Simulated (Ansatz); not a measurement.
**C₁₁H₁₃FHf: one species, many methods**

The task here is to estimate one member of a computed series from the others.

Method: functionals in def2-TZVPP, the program's frozen cores in correlated methods; program: Ansatz 0.2.0, Gaussian basis.

The runs, in order: LDA (SPW92), PBE-D4, revPBE-D4, BLYP-D4, r2SCAN-D4, B97M-V, PBE0-D4, B3LYP-D4, r2SCANh-D4, r2SCAN0-D4, HSE06-D4, BHLYP-D4, CAM-B3LYP-D4, LC-ωPBE, ωB97X-V, ωB97M-V, B2PLYP, PBE-QIDH; CCSD(T)/def2-SVP; CCSD(T)/def2-TZVPP; MP2/def2-QZVPP; extrapolation to the limit; RPA on PBE.

## The relaxed structure

An earlier PBE0-D4 in a triple-zeta def2 set relaxation fixed the geometry. Hf takes the def2 core potential; no spin-orbit term is included.

SMILES `[CH3][Hf]12345678([F])([C@H]9[C@@H]1[C@@H]2[C@@H]3[C@H]94)[C@H]1[C@@H]5[C@@H]6[C@@H]7[C@H]18`, 26 atoms, charge 0, spin multiplicity 1.

Atoms are counted from 1 here; the program's logs count them from 0.

Bond lengths: C1–Hf2 2.263 Å, C1–H14 1.095 Å, C1–H15 1.096 Å, C1–H16 1.095 Å, Hf2–F3 1.937 Å, Hf2–C4 2.545 Å, Hf2–C5 2.545 Å, Hf2–C6 2.531 Å, Hf2–C7 2.507 Å, Hf2–C8 2.539 Å, Hf2–C9 2.525 Å, Hf2–C10 2.526 Å, Hf2–C11 2.535 Å, Hf2–C12 2.541 Å, Hf2–C13 2.531 Å, C4–C5 1.415 Å, C4–C8 1.404 Å, C4–H17 1.080 Å and more. Angles: Hf2–C1–H14 110.4°, Hf2–C1–H15 109.7°, Hf2–C1–H16 114.8°, H14–C1–H15 107.4°, H14–C1–H16 107.1°, H15–C1–H16 107.1°, C1–Hf2–F3 98.2°, C1–Hf2–C4 84.2°, C1–Hf2–C5 78.4°, C1–Hf2–C6 105.7°, C1–Hf2–C7 131.9°, C1–Hf2–C8 115.5°, C1–Hf2–C9 124.4°, C1–Hf2–C10 127.6°, C1–Hf2–C11 96.3°, C1–Hf2–C12 76.2°, C1–Hf2–C13 92.3°, F3–Hf2–C4 91.2° and more.

As a file:

```xyz
26

C    -1.3824   -1.8994   -0.0692
Hf   -0.0254   -0.1726    0.4768
F     0.1101   -0.5189    2.3779
C    -2.2049    1.0989    0.8082
C    -1.9923    1.0413   -0.5894
C    -0.8445    1.7965   -0.8854
C    -0.3349    2.3115    0.3326
C    -1.1946    1.8958    1.3712
C     2.4955   -0.3003    0.5345
C     2.1674    0.4655   -0.6028
C     1.5146   -0.3826   -1.5259
C     1.4443   -1.6706   -0.9564
C     2.0459   -1.6189    0.3174
H    -2.3485   -1.8006    0.4370
H    -0.9331   -2.8418    0.2636
H    -1.5879   -2.0008   -1.1401
H    -2.9914    0.5957    1.3504
H    -2.6004    0.5011   -1.2988
H    -0.4220    1.9548   -1.8662
H     0.5336    2.9436    0.4436
H    -1.0591    2.0955    2.4235
H     2.9734    0.0657    1.4317
H     2.3859    1.5131   -0.7466
H     1.1411   -0.0990   -2.4990
H     0.9960   -2.5398   -1.4117
H     2.1136   -2.4336    1.0231
```

Set-up of the first run:

The input, in.yaml:

```yaml
crystal:
  periodic: [false, false, false]
  atoms:
    - {symbol: C, position_ang: [-1.382407, -1.899430, -0.069152]}
    - {symbol: Hf, position_ang: [-0.025378, -0.172609, 0.476799]}
    - {symbol: F, position_ang: [0.110100, -0.518858, 2.377860]}
    - {symbol: C, position_ang: [-2.204892, 1.098926, 0.808202]}
    - {symbol: C, position_ang: [-1.992292, 1.041281, -0.589358]}
    - {symbol: C, position_ang: [-0.844527, 1.796514, -0.885392]}
    - {symbol: C, position_ang: [-0.334928, 2.311493, 0.332605]}
    - {symbol: C, position_ang: [-1.194631, 1.895786, 1.371152]}
    - {symbol: C, position_ang: [2.495540, -0.300283, 0.534546]}
    - {symbol: C, position_ang: [2.167412, 0.465527, -0.602821]}
    - {symbol: C, position_ang: [1.514615, -0.382621, -1.525918]}
    - {symbol: C, position_ang: [1.444312, -1.670639, -0.956392]}
    - {symbol: C, position_ang: [2.045888, -1.618861, 0.317414]}
    - {symbol: H, position_ang: [-2.348503, -1.800646, 0.437003]}
    - {symbol: H, position_ang: [-0.933128, -2.841833, 0.263637]}
    - {symbol: H, position_ang: [-1.587934, -2.000807, -1.140120]}
    - {symbol: H, position_ang: [-2.991370, 0.595699, 1.350376]}
    - {symbol: H, position_ang: [-2.600377, 0.501128, -1.298813]}
    - {symbol: H, position_ang: [-0.422022, 1.954797, -1.866214]}
    - {symbol: H, position_ang: [0.533639, 2.943574, 0.443582]}
    - {symbol: H, position_ang: [-1.059106, 2.095487, 2.423486]}
    - {symbol: H, position_ang: [2.973446, 0.065714, 1.431660]}
    - {symbol: H, position_ang: [2.385855, 1.513082, -0.746635]}
    - {symbol: H, position_ang: [1.141074, -0.099041, -2.498951]}
    - {symbol: H, position_ang: [0.996043, -2.539756, -1.411652]}
    - {symbol: H, position_ang: [2.113570, -2.433594, 1.023095]}
basis:
  gaussian: {orbitals: def2-TZVPP}
hamiltonian: {xc: lda}
output: {orbitals: {seedname: orbitals}}
```

Launch:

```bash
$ ansatz run in.yaml --threads 11 --pin off --events-out ev --progress --plain --max-ram 174080MiB --backend cuda --devices 0, --max-vram 75GiB
```

Steps of the session up to this table: LDA; PBE-D4 (GGA); revPBE-D4 (GGA); BLYP-D4 (GGA); r2SCAN-D4 (meta-GGA); B97M-V (meta-GGA); PBE0-D4 (hybrid); B3LYP-D4 (hybrid); r2SCANh-D4 (hybrid); r2SCAN0-D4 (hybrid); HSE06-D4 (hybrid); BHLYP-D4 (hybrid); CAM-B3LYP-D4 (range-separated); LC-ωPBE (range-separated); ωB97X-V (range-separated); ωB97M-V (range-separated); B2PLYP (double hybrid); PBE-QIDH (double hybrid).

One of the session's tables, all rows but one given; the rest of the session is left out.

It belongs to the step «Frontier levels by functional». 

| functional | HOMO (eV) | gap (eV) |
| --- | --- | --- |
| LDA (SPW92) | -6.06 | 4.18 |
| PBE-D4 | -5.87 | 4.28 |
| revPBE-D4 | -5.80 | 4.32 |
| BLYP-D4 | -5.70 | 4.24 |
| r2SCAN-D4 | -6.05 | 4.66 |
| B97M-V | -6.09 | 4.71 |
| PBE0-D4 | -6.88 | 6.21 |
| B3LYP-D4 | -6.66 | 5.78 |
| r2SCANh-D4 | -6.43 | 5.37 |
| r2SCAN0-D4 | -7.00 | 6.44 |
| HSE06-D4 | -6.49 | 5.44 |
| BHLYP-D4 | -7.69 | 8.07 |
| CAM-B3LYP-D4 | -8.08 | 8.50 |
| LC-ωPBE | -9.34 | 10.88 |
| ωB97X-V | -9.01 | 10.47 |
| ωB97M-V | ? | ? |

Q: Estimate the row for ωB97M-V from the others.

The run gave: HOMO (eV): -8.93; gap (eV): 10.24. In the column «HOMO (eV)» it lies between ωB97X-V (-9.01) and CAM-B3LYP-D4 (-8.08).
